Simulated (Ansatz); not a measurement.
# CH₈O₂Si₂: up Jacob's ladder to CCSD(T)

An exercise on one series of results from a longer session: the logs are not shown, and one member is left open.

Computed with Ansatz 0.2.0, Gaussian basis. Level: functionals in def2-TZVPP, the program's frozen cores in correlated methods.

Levels to be run: PBE-D4, r2SCAN-D4, PBE0-D4, B3LYP-D4, ωB97X-V, ωB97M-V, B2PLYP; CCSD(T)/def2-TZVPP; MP2/def2-QZVPP; extrapolation to the limit.

## Structure used throughout

An earlier PBE0-D4 in a triple-zeta def2 set relaxation fixed the geometry.

SMILES `O[SiH2]C[SiH2]O`, 13 atoms, charge 0, spin multiplicity 1.

Atoms are counted from 1 here; the program's logs count them from 0.

Bond lengths: O1–Si2 1.651 Å, O1–H6 0.957 Å, Si2–C3 1.867 Å, Si2–H7 1.491 Å, Si2–H8 1.482 Å, C3–Si4 1.867 Å, C3–H9 1.097 Å, C3–H10 1.096 Å, Si4–O5 1.651 Å, Si4–H11 1.482 Å, Si4–H12 1.490 Å, O5–H13 0.958 Å. Angles: Si2–O1–H6 118.3°, O1–Si2–C3 112.1°, O1–Si2–H7 110.5°, O1–Si2–H8 105.0°, C3–Si2–H7 109.6°, C3–Si2–H8 109.9°, H7–Si2–H8 109.6°, Si2–C3–Si4 113.9°, Si2–C3–H9 107.6°, Si2–C3–H10 109.7°, Si4–C3–H9 108.7°, Si4–C3–H10 109.6°, H9–C3–H10 107.1°, C3–Si4–O5 112.8°, C3–Si4–H11 110.5°, C3–Si4–H12 108.4°, O5–Si4–H11 104.8°, O5–Si4–H12 110.3° and more.

The first run:

The input, in.yaml:

```yaml
crystal:
  periodic: [false, false, false]
  atoms:
    - {symbol: O, position_ang: [-2.023815, 0.249442, 1.244510]}
    - {symbol: Si, position_ang: [-1.571053, -0.748645, 0.009771]}
    - {symbol: C, position_ang: [0.021141, -0.196665, -0.792921]}
    - {symbol: Si, position_ang: [1.331057, 0.349428, 0.419889]}
    - {symbol: O, position_ang: [2.834814, 0.433453, -0.257399]}
    - {symbol: H, position_ang: [-2.291906, 1.143514, 1.031255]}
    - {symbol: H, position_ang: [-2.648572, -0.829651, -1.017582]}
    - {symbol: H, position_ang: [-1.382977, -2.076872, 0.640103]}
    - {symbol: H, position_ang: [0.409585, -1.042643, -1.373615]}
    - {symbol: H, position_ang: [-0.183481, 0.613594, -1.501873]}
    - {symbol: H, position_ang: [1.465433, -0.636451, 1.517951]}
    - {symbol: H, position_ang: [0.938067, 1.677405, 0.970175]}
    - {symbol: H, position_ang: [2.987108, 1.102790, -0.925063]}
basis:
  gaussian: {orbitals: def2-TZVPP}
hamiltonian: {xc: pbe, dispersion: d4}
output: {forces: true, orbitals: {seedname: orbitals}}
```

Launch:

```bash
> ansatz run in.yaml --threads 4 --pin off --events-out ev --progress --plain --max-ram 10444MiB
```

Steps of the session up to this table: PBE-D4 (GGA); r2SCAN-D4 (meta-GGA); PBE0-D4 (hybrid); B3LYP-D4 (hybrid); ωB97X-V (range-separated); ωB97M-V (range-separated); B2PLYP (double hybrid); CCSD(T) in def2-TZVPP; MP2 in def2-QZVPP.

One table of the session follows, with a row left open; its other results are not shown here.

| method | atomisation energy (eV) |
| --- | --- |
| PBE-D4 | ? |
| r2SCAN-D4 | 48.440 |
| PBE0-D4 | 47.919 |
| B3LYP-D4 | 48.281 |
| ωB97X-V | 48.634 |
| ωB97M-V | 48.592 |
| B2PLYP | 47.854 |
| HF/def2-TZVPP | 35.777 |
| MP2/def2-TZVPP | 47.935 |
| CCSD/def2-TZVPP | 46.754 |
| CCSD(T)/def2-TZVPP | 47.327 |
| MP2/CBS | 49.282 |
| CCSD(T)/CBS | 48.674 |

Estimate the missing values for PBE-D4.

The run gave: atomisation energy (eV): 48.515. In the column «atomisation energy (eV)» it lies between r2SCAN-D4 (48.440) and ωB97M-V (48.592).

Limits of these values: Free atoms (2 O, 2 Si, 1 C, 8 H) were run apart at each level; the atomisation energy is their sum less the molecule, without zero-point or spin-orbit terms.
